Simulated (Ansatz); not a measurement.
**TiCl₂O: ionisation energy by level of theory**

The task here is to estimate one member of a computed series from the others.

Computed with Ansatz 0.2.0, Gaussian basis. Level: unrestricted cation, the program's frozen cores in correlated methods.

Levels to be run: UKS PBE-D4/def2-TZVPP; UKS r2SCAN-D4/def2-TZVPP; UKS PBE0-D4/def2-TZVPP; UKS B3LYP-D4/def2-TZVPP; UKS wB97X-V/def2-TZVPP; UKS wB97M-V/def2-TZVPP; UKS B2PLYP/def2-TZVPP; UHF-CCSD(T)/def2-TZVPP; UHF-MP2/def2-QZVPP; extrapolation to the limit; then −ε(HOMO) from the neutral's earlier runs with LDA (SPW92), PBE-D4, revPBE-D4, BLYP-D4, r2SCAN-D4, B97M-V, PBE0-D4, B3LYP-D4, r2SCANh-D4, r2SCAN0-D4, HSE06-D4, BHLYP-D4, CAM-B3LYP-D4, LC-ωPBE, ωB97X-V, ωB97M-V.

## Structure used throughout

The geometry comes from an earlier relaxation with PBE0-D4 in a triple-zeta def2 set; it is a stationary point.

SMILES `[O]=[Ti]([Cl])[Cl]`, 4 atoms, charge 0, spin multiplicity 1.

Atoms are counted from 1 here; the program's logs count them from 0.

Bond lengths: O1–Ti2 1.581 Å, Ti2–Cl3 2.218 Å, Ti2–Cl4 2.218 Å. Angles: O1–Ti2–Cl3 115.7°, O1–Ti2–Cl4 115.7°, Cl3–Ti2–Cl4 128.6°.

The first run:

in.yaml reads:

```yaml
crystal:
  periodic: [false, false, false]
  atoms:
    - {symbol: O, position_ang: [0.350595, 1.058056, 1.239880]}
    - {symbol: Ti, position_ang: [0.018582, 0.054934, 0.063702]}
    - {symbol: Cl, position_ang: [1.131105, -1.864213, 0.092126]}
    - {symbol: Cl, position_ang: [-1.500282, 0.751223, -1.395707]}
basis:
  gaussian: {orbitals: def2-TZVPP}
total_charge: 1
magnetization: {spin_polarized: true, initial_magnetization: 1}
hamiltonian: {xc: pbe, dispersion: d4}
```

Launch:

```console
> ansatz run in.yaml --threads 4 --pin off --events-out ev --progress --plain --max-ram 10444MiB
```

Among the steps run: Cation, UKS PBE-D4/def2-TZVPP; Cation, UKS r2SCAN-D4/def2-TZVPP; Cation, UKS PBE0-D4/def2-TZVPP; Cation, UKS B3LYP-D4/def2-TZVPP; Cation, UKS wB97X-V/def2-TZVPP; Cation, UKS wB97M-V/def2-TZVPP; Cation, UKS B2PLYP (frozen core)/def2-TZVPP; Cation, UHF-CCSD(T)/def2-TZVPP; Cation, UHF-MP2/def2-QZVPP.

One of the session's tables, all rows but one given; the rest of the session is left out.

Orbital estimates, from the neutral's runs:

```
  functional  −ε(HOMO) (eV)
 LDA (SPW92)           8.09
      PBE-D4           7.91
   revPBE-D4           7.84
     BLYP-D4           7.75
   r2SCAN-D4           8.27
      B97M-V           8.34
     PBE0-D4           9.35
    B3LYP-D4           9.07
  r2SCANh-D4           8.80
  r2SCAN0-D4           9.60
    HSE06-D4           8.94
    BHLYP-D4          10.64
CAM-B3LYP-D4              ?
     LC-ωPBE          12.12
     ωB97X-V          11.74
     ωB97M-V          11.58
```

**Question.** Estimate the row for CAM-B3LYP-D4.

The run gave: −ε(HOMO) (eV): 10.71. In the column «−ε(HOMO) (eV)» it lies between BHLYP-D4 (10.64) and ωB97M-V (11.58).
